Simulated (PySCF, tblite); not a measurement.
# C5H2F4O2: dynamics, then NMR shifts on frames, part 1 of 2

Aim: move C5H2F4O2 (`FC1=C(C(F)(F)F)OC=CO1`) away from its starting geometry and see how NMR shifts follow the geometry.

Programs: tblite 0.8.0 and PySCF 2.14.0, with density-fitted response routines of our own. Each step states its level of theory. These are calculated values for one molecule in the gas phase, unless marked as measured. Atoms count from 0, in the outputs and in this text.

## 1. The starting structure

13 atoms, charge 0, multiplicity 1; geometry from: GFN2-xTB.

Bonds of the start (Å): F0–C1 1.32, C1–C2 1.33, C2–C3 1.50, C3–F4 1.33, C3–F5 1.34, C3–F6 1.34, C2–O7 1.40, O7–C8 1.38, C8–C9 1.32, C9–O10 1.40, O10–C1 1.35, C8–H11 1.08, C9–H12 1.07.

## 2. Thermal motion with GFN2-xTB

What the job is given:

```
{"job": {"kind": "md", "xc": "GFN2-xTB", "basis": "xTB", "temperature": 300, "steps": 2000, "every": 50, "frames": 5}, "charge": 0, "multiplicity": 1}
F     -1.034531     0.311863     2.100498
C     -0.167525     0.120378     1.122331
C     -0.512463    -0.335932    -0.080808
C     -1.899135    -0.697863    -0.533832
F     -2.813402    -0.562410     0.426414
F     -2.294478     0.065976    -1.561500
F     -1.959452    -1.967027    -0.956624
O      0.428102    -0.528617    -1.098097
C      1.706777    -0.186196    -0.714492
C      2.025665     0.265815     0.483099
O      1.086283     0.446368     1.508558
H      2.414637    -0.331992    -1.510515
H      3.015134     0.538876     0.797240
```

With the program's defaults for keys left out, this is: GFN2-xTB Langevin dynamics, gas phase.

The run is started by

```console
$ OMP_NUM_THREADS=1 python probes_run.py task.json out
```

This one command runs all jobs of the session in turn.

Standard output:

```text
t/fs     T/K      E/eV
    0.0   250.0  -1054.14622
   25.0   153.9  -1053.86600
   50.0   183.1  -1053.85276
   75.0   221.9  -1053.91711
  100.0   240.2  -1053.82241
  125.0   274.8  -1053.67871
  150.0   207.0  -1053.44089
  175.0   461.5  -1053.53540
  200.0   547.5  -1053.71582
  225.0   491.8  -1053.63066
  250.0   362.1  -1053.55975
  275.0   324.7  -1053.55042
  300.0   394.3  -1053.72007
  325.0   296.7  -1053.68753
  350.0   269.3  -1053.70774
  375.0   365.8  -1053.92304
  400.0   253.9  -1053.77967
  425.0   298.3  -1053.75736
  450.0   318.4  -1053.77520
  475.0   293.8  -1053.79390
  500.0   307.3  -1053.65890
  525.0   312.7  -1053.70402
  550.0   319.2  -1053.79613
  575.0   347.4  -1053.72191
  600.0   312.3  -1053.59214
  625.0   342.7  -1053.70817
  650.0   378.7  -1053.85534
  675.0   254.3  -1053.67959
  700.0   355.5  -1053.74541
  725.0   186.3  -1053.48699
  750.0   352.0  -1053.82234
  775.0   218.4  -1053.73931
  800.0   240.4  -1053.83652
  825.0   207.9  -1053.87747
  850.0   245.3  -1053.77550
  875.0   340.4  -1053.94423
  900.0   247.4  -1053.78508
  925.0   306.0  -1053.70807
  950.0   363.0  -1053.72799
  975.0   365.0  -1053.67577
 1000.0   276.6  -1053.60000
```

Run time: 10 s. Hardware: 1 thread of Arm Neoverse V2, shared host; peak memory 0.18 GiB.

Distance from the start (root mean square after alignment): 0 fs 0.00 Å, 200 fs 0.20 Å, 400 fs 0.19 Å, 600 fs 0.22 Å, 800 fs 0.18 Å, 1000 fs 0.31 Å.

Positions (Å) and forces (eV/Å) at 1000 fs:

```xyz
13

F    -2.447   -0.172    2.476    1.600   -0.156   -0.805
C    -1.367   -0.488    1.681   -1.433   -0.161    0.913
C    -1.564   -1.091    0.506   -0.206    1.050   -0.202
C    -2.877   -1.156   -0.289   -0.133   -1.398    2.348
F    -3.943   -1.574    0.534    1.239    0.564   -0.766
F    -3.282   -0.046   -0.846    0.046    0.511   -0.377
F    -2.730   -2.114   -1.168   -0.263   -0.294   -0.989
O    -0.404   -1.312   -0.265   -1.718   -0.938   -0.619
C     0.670   -0.635    0.122    1.438    0.386   -0.391
C     0.915   -0.175    1.325   -2.929   -0.982   -0.308
O    -0.174   -0.288    2.243   -0.414    0.081    0.875
H     1.332   -0.572   -0.708    0.714    0.109   -0.300
H     1.627    0.380    1.782    2.059    1.229    0.621
```

## 3. NMR shieldings: 250 fs, PBE0/pcSseg-1

What the job is given:

```
{"job": {"kind": "nmr", "xc": "PBE0", "basis": "pcSseg-1", "pop": false}, "charge": 0, "multiplicity": 1}
F     -1.441800     0.523500     2.179200
C     -0.522900     0.229400     1.250600
C     -0.780100    -0.427900     0.069800
C     -2.023200    -1.009100    -0.502900
F     -3.020700    -0.883900     0.312000
F     -2.400300    -0.313300    -1.661400
F     -2.082800    -2.313900    -0.729500
O      0.279000    -0.670900    -0.704700
C      1.309800     0.259600    -0.557300
C      1.552700     0.885000     0.555900
O      0.698500     0.684400     1.634200
H      1.786500     0.402300    -1.475800
H      2.264300     1.713700     0.770900
```

With the program's defaults for keys left out, this is: GIAO PBE0/pcSseg-1 NMR shielding, non-relativistic, gas phase.

Standard output:

```text
coarse grid: 13192 points
cycle   1  E = -740.3051101399  dE =  2.428e+00  |g| = 1.146e+00  |ddm| = 3.637e+00
cycle   2  E = -740.0294933748  dE =  2.756e-01  |g| = 1.766e+00  |ddm| = 1.737e+00
cycle   3  E = -740.5245470028  dE = -4.951e-01  |g| = 1.061e-01  |ddm| = 1.135e+00
cycle   4  E = -740.5255703872  dE = -1.023e-03  |g| = 7.546e-02  |ddm| = 1.197e-01
cycle   5  E = -740.5264844426  dE = -9.141e-04  |g| = 2.282e-02  |ddm| = 6.911e-02
cycle   6  E = -740.5265773072  dE = -9.286e-05  |g| = 1.020e-02  |ddm| = 2.572e-02
cycle   7  E = -740.5266004996  dE = -2.319e-05  |g| = 1.526e-03  |ddm| = 8.950e-03
cycle   8  E = -740.5266009177  dE = -4.181e-07  |g| = 3.638e-04  |ddm| = 1.428e-03
final grid: 135616 points
cycle   9  E = -740.6370675610  dE = -4.126e-05  |g| = 1.344e-02  |ddm| = 2.720e-02
cycle  10  E = -740.6370249811  dE =  4.258e-05  |g| = 2.090e-02  |ddm| = 2.084e-02
cycle  11  E = -740.6370981354  dE = -7.315e-05  |g| = 7.408e-04  |ddm| = 1.304e-02
cycle  12  E = -740.6370982364  dE = -1.010e-07  |g| = 3.219e-04  |ddm| = 8.174e-04
cycle  13  E = -740.6370982529  dE = -1.655e-08  |g| = 1.008e-04  |ddm| = 2.772e-04
cycle  14  E = -740.6370982543  dE = -1.342e-09  |g| = 2.642e-05  |ddm| = 8.123e-05
cycle  15  E = -740.6370982544  dE = -1.176e-10  |g| = 9.980e-06  |ddm| = 2.866e-05
converged SCF energy = -740.6370982544

GIAO shielding tensors (ppm)
atom      isotropic    diamagn.    paramagn.     s11        s22        s33       span
  0 F      270.152     471.194    -201.041    203.785    279.815    326.856    123.071
  1 C       17.445     247.578    -230.134    -43.893     32.881     63.347    107.240
  2 C       67.988     259.953    -191.966     29.402     55.687    118.874     89.472
  3 C       58.418     233.108    -174.690     48.357     53.889     73.009     24.652
  4 F      266.697     467.647    -200.950    194.088    281.192    324.810    130.722
  5 F      217.394     473.248    -255.854    110.646    174.062    367.476    256.831
  6 F      241.378     469.296    -227.917    164.599    229.188    330.348    165.749
  7 O      247.877     398.342    -150.465    159.995    270.564    313.072    153.077
  8 C       51.928     250.500    -198.572    -24.638     62.641    117.781    142.419
  9 C       50.662     252.747    -202.084    -28.042     69.867    110.161    138.203
 10 O      186.715     396.912    -210.197    126.472    164.196    269.478    143.007
 11 H       26.551      31.130      -4.579     23.819     26.674     29.160      5.341
 12 H       24.792      28.073      -3.281     22.422     24.958     26.996      4.574
```

Wall time 35 s (1 thread of Arm Neoverse V2, shared host); peak memory 0.85 GiB.

The references, computed at this level on geometries of the same kind, shield at (ppm): ¹H TMS 31.72, ¹³C TMS 186.9, ¹⁹F CFCl3 170.9, ¹⁷O H2O 336.1. Their shielding less the atom's gives the shift. The references are single molecules in the gas phase, so shifts against H2O, NH3, PH3, H3PO4 or CFCl3 are not on the usual liquid scales and can be off by tens of ppm. Each atom is listed at this fixed geometry, with no averaging over motion; a spectrum would average atoms that exchange fast.

```tsv
atoms	environment	σ (ppm)	δ (ppm)
C1	alkene carbon bearing oxygen	17.4	169.5
C9	alkene carbon bearing oxygen	50.7	136.3
C8	alkene carbon bearing oxygen	51.9	135.0
C3	CF3 carbon	58.4	128.5
C2	alkene carbon bearing oxygen	68.0	118.9
H12	hydrogen on an alkene carbon bearing oxygen	24.79	6.93
H11	hydrogen on an alkene carbon bearing oxygen	26.55	5.17
F5	fluorine of a CF3 group	217.4	-46.4
F6	fluorine of a CF3 group	241.4	-70.4
F4	fluorine of a CF3 group	266.7	-95.8
F0	vinylic fluorine	270.2	-99.2
O10	ether oxygen	186.7	149.4
O7	ether oxygen	247.9	88.2
```

Ring of atoms C1, C2, O7, C8, C9, O10: NICS(0) 1.8, NICS(1) 1.3, NICS(1)zz 10.9 ppm (means of both faces; NICS(1) differs between them: -0.2 and 2.8).

The fields below are evaluated on a grid from the run's orbitals.

Frontier orbitals at PBE0/pcSseg-1, with the share of their density that lies nearest to each atom:

```tsv
orbital	energy (eV)	lies on
HOMO	-6.70	O7 23 %; C2 20 %; O10 16 %
LUMO	-1.11	C1 25 %; C2, C8, C9 about 16 % each
```

ELF in a plane through or near 9 of the atoms.

Ten even steps from ' ' (0.00) to '@' (1.00):
```
                                                        
                                                        
                                                        
                                                        
              ==@@@@%%                                  
              %%@@@@@@::  ::==::                        
              **@@@@@@==::##%%**                        
              ..**%%====**%%%%**    ....                
          ::::..++++--++**####==--==--==::              
      ..%%@@@@##::**%%::..====::##%%**::::              
      --@@@@@@@@--::==  ..**++--++%%==##**++--..        
      ..@@@@@@**==%%##++====####::  ==##==%%**::        
        ....    ==%%++%%==++..--    ==%%%%##--          
              ..**@@%%++--##%%**==    ====::            
              ..==**==  ::%%==**%%==                    
                ..::    ==%%%%%%##--                    
                        ::====--::                      
                                                        
                                                        
                                                        
```
The map spans 11.6 Å across and 10.0 Å up, centred on the molecule. Atoms in the plane (x, y in Å): F0 (0.4, -2.4), C1 (-0.2, -1.2), C2 (0.6, 0.0), C3 (2.0, 0.3), F4 (2.7, -0.8), C8 (-1.5, 1.0), C9 (-2.2, -0.1), H11 (-1.8, 2.0), H12 (-3.2, -0.3).

On the surface of density 0.002 e/bohr³ the electrostatic potential runs, from the 1st to the 99th percentile, from -0.76 V near F5 to 1.77 V near H12.

## 4. Shielding tensors: 425 fs, PBE0/pcSseg-1

What the job is given:

```
{"job": {"kind": "nmr", "xc": "PBE0", "basis": "pcSseg-1", "pop": false}, "charge": 0, "multiplicity": 1}
F     -1.616700     0.284800     2.237400
C     -0.691000     0.056600     1.319400
C     -0.931000    -0.745200     0.300200
C     -2.331900    -1.257000    -0.102700
F     -3.096100    -1.352400     0.980300
F     -3.030300    -0.464200    -0.905200
F     -2.296200    -2.500200    -0.679000
O     -0.014100    -0.935700    -0.695200
C      1.143500    -0.293600    -0.418400
C      1.298800     0.611200     0.509900
O      0.352000     0.857700     1.513700
H      1.966000    -0.571400    -1.041400
H      2.222800     1.012100     0.795700
```

Level: GIAO PBE0/pcSseg-1 NMR shielding, non-relativistic, gas phase.

Standard output:

```text
coarse grid: 13192 points
cycle   1  E = -740.3212183112  dE =  2.504e+00  |g| = 1.131e+00  |ddm| = 3.610e+00
cycle   2  E = -740.0708508555  dE =  2.504e-01  |g| = 1.721e+00  |ddm| = 1.624e+00
cycle   3  E = -740.5337030512  dE = -4.629e-01  |g| = 9.769e-02  |ddm| = 1.043e+00
cycle   4  E = -740.5347115476  dE = -1.008e-03  |g| = 6.321e-02  |ddm| = 1.031e-01
cycle   5  E = -740.5354804504  dE = -7.689e-04  |g| = 1.539e-02  |ddm| = 5.316e-02
cycle   6  E = -740.5355155617  dE = -3.511e-05  |g| = 8.263e-03  |ddm| = 1.790e-02
cycle   7  E = -740.5355295760  dE = -1.401e-05  |g| = 1.773e-03  |ddm| = 7.688e-03
cycle   8  E = -740.5355301919  dE = -6.159e-07  |g| = 3.602e-04  |ddm| = 1.548e-03
final grid: 135616 points
cycle   9  E = -740.6459781787  dE = -4.260e-05  |g| = 1.279e-02  |ddm| = 2.714e-02
cycle  10  E = -740.6459403289  dE =  3.785e-05  |g| = 1.975e-02  |ddm| = 1.952e-02
cycle  11  E = -740.6460057876  dE = -6.546e-05  |g| = 8.209e-04  |ddm| = 1.218e-02
cycle  12  E = -740.6460059053  dE = -1.177e-07  |g| = 3.500e-04  |ddm| = 8.549e-04
cycle  13  E = -740.6460059245  dE = -1.924e-08  |g| = 1.624e-04  |ddm| = 3.648e-04
cycle  14  E = -740.6460059298  dE = -5.263e-09  |g| = 5.298e-05  |ddm| = 1.665e-04
cycle  15  E = -740.6460059303  dE = -5.398e-10  |g| = 1.329e-05  |ddm| = 4.737e-05
converged SCF energy = -740.6460059303

GIAO shielding tensors (ppm)
atom      isotropic    diamagn.    paramagn.     s11        s22        s33       span
  0 F      283.178     470.539    -187.362    258.650    283.089    307.794     49.144
  1 C       23.166     248.676    -225.509    -38.220     42.914     64.805    103.024
  2 C       69.941     259.340    -189.399     35.066     70.875    103.881     68.815
  3 C       54.837     236.869    -182.032     46.485     51.751     66.275     19.790
  4 F      250.869     468.661    -217.791    175.431    246.893    330.284    154.853
  5 F      241.467     471.682    -230.215    171.430    219.550    333.421    161.992
  6 F      239.191     470.478    -231.287    145.513    222.653    349.408    203.894
  7 O      253.296     397.196    -143.900    151.860    266.130    341.898    190.037
  8 C       52.250     251.310    -199.060    -35.576     81.249    111.077    146.653
  9 C       58.344     251.344    -193.000    -19.925     91.500    103.456    123.381
 10 O      211.815     397.864    -186.049    158.190    177.834    299.421    141.230
 11 H       26.275      30.126      -3.851     24.666     26.277     27.881      3.215
 12 H       26.677      30.690      -4.014     25.048     26.783     28.199      3.151
```

Run time: 29 s. Hardware: 1 thread of Arm Neoverse V2, shared host; peak memory 0.86 GiB.

In short: δ C1 163.8, C8 134.7, C3 132.1, C9 128.6, H11 5.44, H12 5.04 ppm.

(Continued in part 2 of 2.)
